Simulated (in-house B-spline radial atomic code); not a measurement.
**Cd⁸⁺: ionisation energy by several methods**

An exercise on one series of results from a longer session: the logs are not shown, and one member is left open.

Program: in-house B-spline radial atomic code version 1. Level of theory: non-relativistic, several functionals, spin-polarised; spherical all-electron atom at the radial basis limit. These are calculated values, not measurements, unless marked.

## Starting point

- element: cadmium (Z = 48)
- charge: +8
- electrons: 40
- configuration: [Kr] 4d4
- nucleus: point

Outer shells as boxes (Hund's rule):

[Kr] 4d4
```
[Kr] core
4d [↑ ][↑ ][↑ ][↑ ][  ]
```

Where spins are not typed, each open shell is filled with up spins first.

The first run:

Input settings:

```ini
Z = 48
electrons = 40.0
configuration = [Kr] 4d4
hamiltonian = nr
method = r2scan
spin_polarised = True
```

Among the steps run: r2SCAN, a meta-GGA; PBE, a GGA; M06-L, a meta-GGA; OLYP, a GGA; PW91, a GGA; LDA (VWN5).

One of the session's tables, all rows but one given; the rest of the session is left out.

```
    method  ΔSCF (eV)
LDA (VWN5)     153.33
       PBE     153.32
      OLYP          ?
      PW91     153.41
    r2SCAN     153.86
     M06-L     153.83
```

**Question.** Estimate the row for OLYP.

**Answer.** ΔSCF (eV): 153.96. In the column «ΔSCF (eV)» it is the highest.

To keep in mind: Meta-GGA runs start from a PBE run whose iterations are not counted. These runs leave out relativity, which matters at this nuclear charge.
